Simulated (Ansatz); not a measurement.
# CH4ClOSSi: the cost of one run

Program: Ansatz 0.2.0, Gaussian basis. Level of theory: functionals in def2-TZVPP, the program's frozen cores in correlated methods. These are calculated values, not measurements.

Plan: PBE-D4, r2SCAN-D4, PBE0-D4, B3LYP-D4, ωB97X-V, ωB97M-V, B2PLYP; CCSD(T)/def2-TZVPP; MP2/def2-QZVPP; extrapolation to the limit.

**1. Structure used throughout**

An earlier PBE0-D4 in a triple-zeta def2 set relaxation fixed the geometry.

9 atoms, charge 0, spin multiplicity 2.

Atoms are counted from 1 here; the program's logs count them from 0.

Bond lengths: C1–O2 1.414 Å, C1–H6 1.090 Å, C1–H7 1.094 Å, C1–H8 1.093 Å, O2–Si3 1.631 Å, Si3–S4 2.145 Å, Si3–Cl5 2.056 Å, S4–H9 1.343 Å. Angles: O2–C1–H6 107.6°, O2–C1–H7 111.7°, O2–C1–H8 110.7°, H6–C1–H7 109.0°, H6–C1–H8 108.9°, H7–C1–H8 109.0°, C1–O2–Si3 126.0°, O2–Si3–S4 107.4°, O2–Si3–Cl5 105.1°, S4–Si3–Cl5 113.2°, Si3–S4–H9 93.1°.

**2. PBE-D4 (GGA)**

in.yaml reads:

```yaml
crystal:
  periodic: [false, false, false]
  atoms:
    - {symbol: C, position_ang: [-0.484722, -1.378231, -0.572280]}
    - {symbol: O, position_ang: [0.102037, -0.772373, 0.563236]}
    - {symbol: Si, position_ang: [0.884401, 0.658182, 0.590253]}
    - {symbol: S, position_ang: [-0.459290, 2.137867, -0.188235]}
    - {symbol: Cl, position_ang: [1.369921, 0.964342, 2.564089]}
    - {symbol: H, position_ang: [-1.166590, -2.151946, -0.218564]}
    - {symbol: H, position_ang: [-1.046493, -0.655317, -1.171004]}
    - {symbol: H, position_ang: [0.280338, -1.841681, -1.200986]}
    - {symbol: H, position_ang: [0.520388, 3.039148, -0.366508]}
basis:
  gaussian: {orbitals: def2-TZVPP}
magnetization: {spin_polarized: true, initial_magnetization: 1}
hamiltonian: {xc: pbe, dispersion: d4}
output: {forces: true, orbitals: {seedname: orbitals}}
```

On the command line:

```console
$ ansatz run in.yaml --threads 2 --pin off --events-out ev --progress --plain --max-ram 32768MiB --backend cpu
```

What time and memory should one allow on 2 threads of AMD EPYC 7R13, shared host?

About 5.5 s, with a peak of 0.43 GiB.
